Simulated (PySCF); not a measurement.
**C6H8BCl: electronic excitations**

What electronic excitations should C6H8BCl (`BC1(CCl)C=CC=C1`) show?

The runs use PySCF 2.14.0, with density-fitted response routines of our own; the level of theory stands in each step. All values are computed, except where a source is named. Atoms are numbered from 0 throughout.

## Step 1: The starting structure

16 atoms, charge 0, multiplicity 1; geometry from: GFN2-xTB.

Bonds of the start (Å): B0–C1 1.81, C1–C2 1.49, C2–Cl3 1.80, C1–C4 1.47, C4–C5 1.44, C5–C6 1.37, C6–C7 1.40, C7–C1 1.40, B0–H8 1.17, B0–H9 1.17, C2–H10 1.09, C2–H11 1.09, C4–H12 1.08, C5–H13 1.08, C6–H14 1.07, C7–H15 1.08.

The optimised geometry no longer has the bonds of the starting formula, so what follows describes that rearranged structure.

## Step 2: TDDFT and polarisability: CAM-B3LYP/def2-SVPD

Job settings and geometry (Å):

```
{"job": {"kind": "uv", "xc": "CAM-B3LYP", "basis": "def2-SVPD", "nstates": 8, "ntriplets": 3}, "charge": 0, "multiplicity": 1}
B     -0.388563     1.216440     0.779081
C     -0.359034    -0.319011    -0.180302
C     -1.726735    -0.773328    -0.554884
Cl    -2.657013    -1.328177     0.880751
C      0.316180     0.889394    -0.680767
C      1.714249     0.679758    -0.434305
C      1.886041    -0.514229     0.225623
C      0.639874    -1.128387     0.382004
H     -1.411981     1.785849     0.765338
H      0.262698     1.203524     1.747543
H     -2.304549     0.031085    -1.008072
H     -1.687384    -1.628887    -1.231819
H     -0.052099     1.469593    -1.510187
H      2.481749     1.397940    -0.660208
H      2.816991    -0.904839     0.593398
H      0.461976    -2.067780     0.875396
```

Method: TDDFT CAM-B3LYP/def2-SVPD, vertical, gas phase, core orbitals frozen in the response.

Launch:

```
> OMP_NUM_THREADS=1 python probes_run.py task.json out
```

The driver reads the jobs from task.json and runs them one after another.

Predict these results of the whole session: lowest singlet (CAM-B3LYP/def2-SVPD); brightest single state of those computed; lowest triplet; surface potential, 1st and 99th percentile.

**Answer**, as computed:

| quantity | value |
| --- | --- |
| lowest singlet (CAM-B3LYP/def2-SVPD) | 4.25 eV (292 nm), f = 0.047 |
| brightest single state of those computed | state 2, 5.18 eV, f = 0.147 |
| lowest triplet | 3.05 eV |
| surface potential, 1st and 99th percentile | -0.87 V and 1.14 V |

In words: The structure rearranged or came apart on optimisation; the results belong to the end geometry, not to the formula as drawn. The first singlet state (HOMO→LUMO 0.74, HOMO−1→LUMO 0.22) lies at 4.25 eV and is weak; of the 8 states computed, the strongest absorption comes from state 2 at 5.18 eV. The lowest triplet lies 1.20 eV below the lowest singlet (triplets in Tamm-Dancoff, singlets in full TDDFT). At CAM-B3LYP/def2-SVPD, counted by nearest atom on the grid, the HOMO lies on C1, C5 about 24 % each; C6 15 %, the LUMO on B0 21 %; C5, C7 about 19 % each.
